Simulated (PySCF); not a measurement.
# CH8B3NO: the cost of one run

Programs: PySCF 2.14.0, with density-fitted response routines of our own. Each step states its level of theory. These are calculated values for one molecule in the gas phase, unless marked as measured. Atoms are numbered from 0 throughout.

## 1. The starting structure

14 atoms, charge 0, multiplicity 1; geometry from: GFN2-xTB. The atoms were then displaced at random by about 0.01 Å, so the start is not that level's minimum.

Bonds of the start (Å): B0–N1 1.35, N1–C2 1.45, C2–B3 1.66, B3–O4 1.27, O4–B5 1.30, B0–H6 1.20, B0–H7 1.16, N1–H8 1.03, C2–H9 1.11, C2–H10 1.08, B3–H11 1.17, B5–H12 1.17, B5–H13 1.17.

## 2. Geometry optimisation at PBE0-D3(BJ)/def2-SVP

Job settings and geometry (Å):

```
{"job": {"xc": "PBE0", "basis": "def2-SVP", "d3": "d3bj", "grid": 1, "shake": 0.01, "kind": "geom"}, "charge": 0, "multiplicity": 1}
B     -2.029370     0.654080    -0.491520
N     -1.099550     0.333830     0.428260
C     -0.586480    -0.986740     0.712740
B      1.027890    -1.147760     0.351490
O      1.629130    -0.164270    -0.190640
B      2.141350     0.913800    -0.713790
H     -2.310720     1.810250    -0.635330
H     -2.570790    -0.161370    -1.110820
H     -0.606410     1.059160     0.969170
H     -0.730270    -1.219030     1.793610
H     -1.165530    -1.714350     0.167250
H      1.559270    -2.163450     0.585320
H      2.606560     1.734890    -0.021690
H      2.127760     1.035890    -1.876690
```

On the command line:

```console
$ OMP_NUM_THREADS=1 python probes_run.py task.json out
```

The driver reads the jobs from task.json and runs them one after another.

**Question.** How long does this first job take on 1 thread of Arm Neoverse V1, shared host, and how much memory does it need?

About 63 s, with a peak of 0.49 GiB.
